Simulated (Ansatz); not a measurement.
# F2H2NOTa: small, medium and large basis sets

An exercise on one series of results from a longer session: the logs are not shown, and one member is left open.

Computed with Ansatz 0.2.0, Gaussian basis. Level: one geometry, several basis sets.

Plan: PBE0-D4/def2-SVP; ωB97M-V/def2-SVP; PBE0-D4/def2-QZVPP; ωB97M-V/def2-QZVPP; the functionals' def2-TZVPP values are taken from earlier runs.

**The relaxed structure**

The geometry comes from an earlier relaxation with PBE0-D4 in a triple-zeta def2 set; it is a stationary point, not always the lowest conformer. Ta takes the def2 core potential; no spin-orbit term is included.

7 atoms, charge 0, spin multiplicity 1.

Atoms are counted from 1 here; the program's logs count them from 0.

Bond lengths: N1–Ta2 1.758 Å, N1–H6 1.005 Å, Ta2–O3 1.894 Å, Ta2–F4 1.883 Å, Ta2–F5 1.883 Å, O3–H7 0.957 Å. Angles: Ta2–N1–H6 177.5°, N1–Ta2–O3 108.6°, N1–Ta2–F4 109.1°, N1–Ta2–F5 109.1°, O3–Ta2–F4 109.5°, O3–Ta2–F5 109.5°, F4–Ta2–F5 111.1°, Ta2–O3–H7 130.5°.

Geometry (Å):

```tsv
atom	x (Å)	y (Å)	z (Å)
N1	-0.7986	1.0064	0.6176
Ta2	-0.0717	-0.1278	-0.5125
O3	1.2899	-1.0875	0.3882
F4	-1.3925	-1.3270	-1.1161
F5	0.6795	0.8311	-1.9490
H6	-1.2405	1.6679	1.2322
H7	1.5952	-1.0312	1.2939
```

The first run:

The input, in.yaml:

```yaml
crystal:
  periodic: [false, false, false]
  atoms:
    - {symbol: N, position_ang: [-0.798624, 1.006377, 0.617637]}
    - {symbol: Ta, position_ang: [-0.071662, -0.127766, -0.512532]}
    - {symbol: O, position_ang: [1.289916, -1.087510, 0.388193]}
    - {symbol: F, position_ang: [-1.392527, -1.326980, -1.116087]}
    - {symbol: F, position_ang: [0.679544, 0.831093, -1.948979]}
    - {symbol: H, position_ang: [-1.240547, 1.667876, 1.232171]}
    - {symbol: H, position_ang: [1.595201, -1.031188, 1.293896]}
basis:
  gaussian: {orbitals: def2-SVP}
hamiltonian: {xc: pbe0, dispersion: d4}
output: {orbitals: {seedname: orbitals}}
```

Started as:

```
ansatz run in.yaml --threads 4 --pin off --events-out ev --progress --plain --max-ram 10444MiB
```

Among the steps run: PBE0-D4 in def2-SVP; ωB97M-V in def2-SVP; PBE0-D4 in def2-QZVPP; ωB97M-V in def2-QZVPP.

One of the session's tables, all rows but one given; the rest of the session is left out.

It belongs to the step «Density functionals: the series». 

```
functional       basis  HOMO (eV)
   PBE0-D4    def2-SVP      -8.17
   PBE0-D4  def2-TZVPP      -8.19
   PBE0-D4  def2-QZVPP      -8.23
   ωB97M-V    def2-SVP          ?
   ωB97M-V  def2-TZVPP     -10.51
   ωB97M-V  def2-QZVPP     -10.55
```

**Question.** Estimate the row for ωB97M-V, def2-SVP.

**Answer.** HOMO (eV): -10.48. In the column «HOMO (eV)» it lies between ωB97M-V, def2-TZVPP (-10.51) and PBE0-D4, def2-QZVPP (-8.23).
